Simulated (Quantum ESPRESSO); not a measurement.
Crystal: TaAs.

```
CELL_PARAMETERS angstrom
-1.72181 1.72181 5.86794
1.72181 -1.72181 5.86794
1.72181 1.72181 -5.86794
ATOMIC_POSITIONS crystal
Ta 0.49997 0.49997 0.00000
Ta 0.24997 0.74997 0.50000
As 0.08263 0.08263 0.00000
As 0.83263 0.33263 0.50000
```

The cell is a database's computed one.

Base run:

- Program: Quantum ESPRESSO 7.5
- Functional: PBEsol
- Potentials or basis: GBRV 1.5 PBEsol
- Cutoff: 762 eV
- Density cutoff: 6095 eV
- k mesh: 11 × 11 × 11
- Occupations: fermi-dirac, width 0.05 eV
- Spin: no spin polarisation
- Hubbard terms: Ta d U = 2 eV

Its results: band gap on the k mesh none (metal or under the smearing width); pressure -2.0 GPa; largest force 0.022 eV/Å.

Task: The run is repeated on the same cell with these changes: hubbard terms from Ta d U = 2 eV to Ta d U = 4 eV. What comes out?

Result: Band gap on the k mesh none (metal or under the smearing width); pressure -0.8 GPa; largest force 0.024 eV/Å.

Caveats: U without spin polarisation on a metal has little footing; the U is typed as a test and isn't derived for this compound.

Not every run made on this cell is shown here.
